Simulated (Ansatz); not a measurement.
# CH8BNSi: the cost of one run

All numbers are computed with Ansatz 0.2.0, driven from Python. Level of theory: CAM-B3LYP/cc-pVTZ.

### 1 Starting point

Bond lengths: C1–N2 1.431 Å, N2–B3 1.507 Å, B3–Si4 1.933 Å, C1–H5 1.162 Å, C1–H6 1.132 Å, C1–H7 1.106 Å, N2–H8 1.024 Å, B3–H9 1.214 Å, Si4–H10 1.430 Å, Si4–H11 1.439 Å, Si4–H12 1.526 Å. Angles (14 of 18 angles, heavy atoms first): C1–N2–B3 108.7°, N2–B3–Si4 123.2°, C1–N2–H8 106.5°, B3–N2–H8 106.3°, N2–C1–H5 107.6°, N2–C1–H6 112.9°, N2–C1–H7 115.7°, N2–B3–H9 120.6°, Si4–B3–H9 116.0°, B3–Si4–H10 110.8°, B3–Si4–H11 112.5°, B3–Si4–H12 105.8°, H5–C1–H6 101.8°, H5–C1–H7 107.6°.

No structure file is read: the coordinates are typed or built in the script.

### 2 Script

Contents of ch8bnsi_tae.py:

```python
# -*- coding: utf-8 -*-
from collections import Counter

import ansatz
from ase import Atoms


def total_energy(molecule, charge=0, unpaired=0):
    calc = (
        molecule.calculation()
        .basis(gaussian="cc-pVTZ")
        .functional("cam_b3lyp")
    )
    if charge:
        calc = calc.charge(charge)
    if unpaired:
        calc = calc.spin("collinear", total=unpaired)
    report = calc.run().report
    if report["published_state_doubts"]:
        print("  doubts:", report["published_state_doubts"])
    return report["free_energy_ev"]

atoms = Atoms(["C", "N", "B", "Si", "H", "H", "H", "H", "H", "H", "H", "H"], positions=[
    (-0.5182, 1.9334, 0.1689),
    (-0.8057, 0.5322, 0.1307),
    (0.4579, -0.212, -0.2162),
    (0.5586, -2.1404, -0.3082),
    (-1.5124, 2.4908, 0.3936),
    (-0.2404, 2.3541, -0.8449),
    (0.2213, 2.2503, 0.9279),
    (-1.0472, 0.2592, 1.088),
    (1.5026, 0.3845, -0.3768),
    (0.8837, -2.5688, -1.6335),
    (1.424, -2.6943, 0.6986),
    (-0.8472, -2.6441, 0.0057),
])
mol = ansatz.Crystal.molecule_from_ase(atoms)

unpaired = {"C": 2, "N": 3, "B": 1, "Si": 2, "H": 1}
counts = Counter(site.symbol for site in mol.cartesian_sites)
atom_energy = {s: total_energy(ansatz.Crystal.molecule().atom(s, (0, 0, 0)), 0, unpaired[s]) for s in counts}
whole = total_energy(mol, 0, 0)
for s, e in atom_energy.items():
    print(f"{s:2s} x{counts[s]}  {e:14.5f} eV")
print(f"CH8BNSi: {whole:.5f} eV")
split = sum(counts[s] * e for s, e in atom_energy.items()) - whole
print(f"atomisation energy (no zero-point term): {23.060548 * split:.1f} kcal/mol, {split / sum(counts.values()):.3f} eV an atom")
```

### 3 Launch

Launch:

```
$ python ch8bnsi_tae.py
```

**Question.** How long does this script take on 1 thread of Arm Neoverse V2, shared host, and how much memory does it need?

About 9.5 s, with a peak of 0.55 GiB.
